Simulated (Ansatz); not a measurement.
**revPBE/def2-SVP (core potential) run of InSiH4F (SMILES [F][InH][SiH3])**

What is the vertical ionisation energy of InSiH4F at revPBE/def2-SVP (core potential)? 

Program for the calculation: Ansatz 0.2.0.

56 further runs of the same task are left out: 56 set aside as unsound or not needed.

## 1. The molecule

The species is InSiH4F (7 atoms), meant as a singlet with charge 0. As SMILES, `[F][InH][SiH3]`. Geometry: relaxed at PBE0-D4/def2-TZVP.

Bond lengths: F1–In2 1.968 Å, In2–Si3 2.558 Å, In2–H4 1.714 Å, Si3–H5 1.486 Å, Si3–H6 1.486 Å, Si3–H7 1.487 Å. Angles: F1–In2–Si3 109.2°, F1–In2–H4 109.4°, Si3–In2–H4 141.4°, In2–Si3–H5 109.2°, In2–Si3–H6 109.1°, In2–Si3–H7 111.4°, H5–Si3–H6 109.2°, H5–Si3–H7 109.0°, H6–Si3–H7 109.0°.

## 2. The energy at revPBE/def2-SVP (core potential)

molecule.yaml

```yaml
crystal:
  periodic: [false, false, false]
  atoms:
    - symbol: F
      position_ang: [-0.196000, -2.340000, 1.298800]
    - symbol: In
      position_ang: [-0.756000, -1.164900, -0.176800]
    - symbol: Si
      position_ang: [0.528000, 1.043100, -0.028600]
    - symbol: H
      position_ang: [-1.937800, -1.965900, -1.125300]
    - symbol: H
      position_ang: [1.986000, 0.765900, -0.108800]
    - symbol: H
      position_ang: [0.226000, 1.696000, 1.272200]
    - symbol: H
      position_ang: [0.149800, 1.965800, -1.131400]
basis:
  gaussian:
    orbitals: def2-SVP
hamiltonian:
  xc: {name: revPBE}
accuracy: high
output:
  orbitals: {seedname: orbitals}
```

Launch:

```sh
ansatz run molecule.yaml --threads 1 --pin off --max-ram 3480MiB --events-out events.jsonl --progress --plain --runs-dir runs
```

Log:

```text
Warning: RAYON_NUM_THREADS=1 ignored (pool sized by the plan → 1); use --threads N
Functional definition: revPBE
  name "revPBE"
  parameter kappa = 1.245
  parameter beta = 0.06672455060314922
  exchange = pbe_x(kappa = kappa, mu = beta*pi^2/3)
  correlation = pbe_c(beta = beta)
1767 factors; integrals over basis functions are off by at most 7.9e-9 eV
mean field evaluation 1: about -15823.9239 eV, gradient 4.4e1 eV
mean field evaluation 2: about -15737.0078 eV, gradient 2.0e2 eV
mean field evaluation 4: about -15827.5822 eV, gradient 9.6e0 eV
mean field evaluation 8: about -15827.8205 eV, gradient 6.9e-1 eV
mean field evaluation 16: about -15827.8216 eV, gradient 7.0e-5 eV
mean field -15827.82155538 eV, -581.6617136774 hartree, gradient 7.6e-8 eV, S^2 0.000000; 0 other end points of the search recorded, 0 dependent functions left out
reference -15827.82156091 eV, -581.6617138806 hartree; 24, 24 occupied and 54, 54 virtual orbitals, 1767 factors
Total energy: -15827.82156091 eV, -581.6617138806 hartree
```

It took 5.1 s on 1 thread of Arm Neoverse V2, shared host; peak memory 0.2 GiB.

## 3. The doublet cation, same level

run.yaml

```yaml
basis:
  gaussian:
    orbitals: def2-SVP
crystal:
  periodic: [false, false, false]
  atoms:
    - {symbol: F, position_ang: [-0.196000, -2.340000, 1.298800]}
    - {symbol: In, position_ang: [-0.756000, -1.164900, -0.176800]}
    - {symbol: Si, position_ang: [0.528000, 1.043100, -0.028600]}
    - {symbol: H, position_ang: [-1.937800, -1.965900, -1.125300]}
    - {symbol: H, position_ang: [1.986000, 0.765900, -0.108800]}
    - {symbol: H, position_ang: [0.226000, 1.696000, 1.272200]}
    - {symbol: H, position_ang: [0.149800, 1.965800, -1.131400]}
total_charge: 1
magnetization:
  spin_polarized: true
  initial_magnetization: 1
hamiltonian:
  xc: {name: revPBE}
accuracy: high
output: {orbitals: {seedname: orbitals}}
```

Launch:

```sh
ansatz run run.yaml --threads 1 --pin off --max-ram 3480MiB --events-out events.jsonl --progress --plain --runs-dir runs
```

Log, shortened:

```text
Warning: RAYON_NUM_THREADS=1 ignored (pool sized by the plan → 1); use --threads N
[... 6 set-up lines as earlier in the session ...]
1767 factors; integrals over basis functions are off by at most 7.9e-9 eV
mean field evaluation 1: about -15805.4421 eV, gradient 5.9e1 eV
mean field evaluation 2: about -15512.4844 eV, gradient 1.5e2 eV
mean field evaluation 4: about -15812.8854 eV, gradient 2.6e1 eV
mean field evaluation 8: about -15818.3361 eV, gradient 1.7e-1 eV
mean field evaluation 16: about -15818.3303 eV, gradient 7.6e-4 eV
mean field evaluation 32: about -15814.1779 eV, gradient 1.2e1 eV
mean field -15818.33027868 eV, -581.3129156920 hartree, gradient 6.2e-8 eV, S^2 0.755027; 4 other end points of the search recorded, 0 dependent functions left out
reference -15818.33028452 eV, -581.3129159069 hartree; 24, 23 occupied and 54, 55 virtual orbitals, 1767 factors
Total energy: -15818.33028452 eV, -581.3129159069 hartree
```

Run time: 11 s. Hardware: 1 thread of Arm Neoverse V2, shared host; peak memory 0.26 GiB.

## 4. What came out

At revPBE/def2-SVP (core potential):

```
                                          quantity          value
                     singlet InSiH4F: total energy  -581.66171 Eh
                      singlet InSiH4F: HOMO energy       -6.53 eV
                      singlet InSiH4F: LUMO energy       -2.52 eV
                    singlet InSiH4F: HOMO–LUMO gap        4.00 eV
                      doublet cation: total energy  -581.31292 Eh
doublet cation: HOMO energy (highest over α and β)      -13.33 eV
 doublet cation: LUMO energy (lowest over α and β)      -12.42 eV
                              doublet cation: ⟨S²⟩          0.755
vertical ionisation energy (to the doublet cation)       9.491 eV
```

Removing an electron at fixed nuclei costs 9.49 eV (219 kcal/mol). −ε(HOMO) before ionisation, 6.53 eV, is 2.96 eV below this ionisation energy.
